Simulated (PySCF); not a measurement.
# GaH3: the SCF solver's settings

Do solver options change the result for GaH3, or only the number of cycles?

Method: method and basis as typed in the scripts; program: PySCF 2.14.0.

### Step 1. The system as given

GaH3: 4 atoms, charge 0, spin multiplicity 1.

Bond lengths: Ga1–H2 1.569 Å, Ga1–H3 1.568 Å, Ga1–H4 1.568 Å. Angles: H2–Ga1–H3 120.0°, H2–Ga1–H4 120.0°, H3–Ga1–H4 120.0°.

As a file:

```xyz
4
GaH3
Ga    0.0000    0.0000    0.0000
H     1.5685    0.0000    0.0000
H    -0.7842    1.3583    0.0000
H    -0.7842   -1.3583    0.0000
```

### Step 2. The base run

input.py

```python
from pyscf import gto, scf, cc

mol = gto.M(
    atom='Ga 0 0 0; H 1.5685 0 0; H -0.7842 1.3583 0; H -0.7842 -1.3583 0',
    basis='cc-pvdz-dk',
    charge=0,
    spin=0,
    symmetry=True,
    verbose=4,
)
mf = scf.RHF(mol)
mf = mf.sfx2c1e()
mf.kernel()
mycc = cc.CCSD(mf, frozen=9)
mycc.kernel()
e = mycc.ipccsd(nroots=3)[0]
print('roots (eV) =', (e*27.211386).round(3))
mf.dip_moment()
print('orbital energies (hartree):', mf.mo_energy[..., max(0, mol.nelec[1]-3):mol.nelec[0]+3].round(4))
```

Started as:

```
$ OMP_NUM_THREADS=1 python input.py
```

The log of this run is left out.

In short: E(SCF) = -1943.825060 Eh, 7 cycles, E(CCSD) − E(SCF) = -0.12321 Eh, μ = 0.00 D, ionisation roots 11.197, 11.197, 15.606 eV.

### Step 3. Point-group symmetry off

Run 1 changes point-group symmetry: on → off.

input.py

```python
from pyscf import gto, scf, cc

mol = gto.M(
    atom='Ga 0 0 0; H 1.5685 0 0; H -0.7842 1.3583 0; H -0.7842 -1.3583 0',
    basis='cc-pvdz-dk',
    charge=0,
    spin=0,
    verbose=4,
)
mf = scf.RHF(mol)
mf = mf.sfx2c1e()
mf.kernel()
mycc = cc.CCSD(mf, frozen=9)
mycc.kernel()
e = mycc.ipccsd(nroots=3)[0]
print('roots (eV) =', (e*27.211386).round(3))
mf.dip_moment()
print('orbital energies (hartree):', mf.mo_energy[..., max(0, mol.nelec[1]-3):mol.nelec[0]+3].round(4))
```

Started as:

```
$ OMP_NUM_THREADS=1 python input.py
```

### Step 4. Smearing width 0.01 hartree

Run 2 changes smearing width: none → 0.01 hartree; step after the SCF: eomip → none.

input.py: that of step 2 with these lines changed.

```diff
@@ -1,2 +1,2 @@
-from pyscf import gto, scf, cc
+from pyscf import gto, scf
 
@@ -12,7 +12,4 @@
 mf = mf.sfx2c1e()
+mf = scf.addons.smearing_(mf, sigma=0.01, method='fermi')
 mf.kernel()
-mycc = cc.CCSD(mf, frozen=9)
-mycc.kernel()
-e = mycc.ipccsd(nroots=3)[0]
-print('roots (eV) =', (e*27.211386).round(3))
 mf.dip_moment()
```

What does the calculation give? Wanted: for each run, E(SCF); from base; gap; SCF dipole; after the SCF.

The runs gave:

```csv
run,E(SCF) (hartree),from base (eV),cycles,gap (eV),SCF dipole (D),after the SCF
base,-1943.825060,0,7,12.56,0.00,"CCSD correlation -3.353 eV, core frozen, first root 11.20 eV"
point-group symmetry off,-1943.825060,0.0000,7,12.56,0.00,"CCSD correlation -3.353 eV, core frozen, first root 11.20 eV"
smearing width 0.01 hartree,-1943.825060,0.0000,7,n/a,0.00,n/a
```

Distance from each run's final energy (log10 hartree) by cycle:

| run | cycle 1 | cycle 2 | cycle 3 | cycle 5 | cycle 8 | cycle 12 |
| --- | --- | --- | --- | --- | --- | --- |
| base | -1.9 | -3.0 | -4.2 | -8.1 | done | done |
| point-group symmetry off | -1.9 | -3.0 | -4.2 | -8.1 | done | done |
| smearing width 0.01 hartree | -1.9 | -3.0 | -4.2 | -8.1 | done | done |

In words: No change of the SCF energy comes from point-group symmetry off or smearing width 0.01 hartree. With point-group symmetry off, smearing width 0.01 hartree the path hardly changes: 7 cycles against 7.
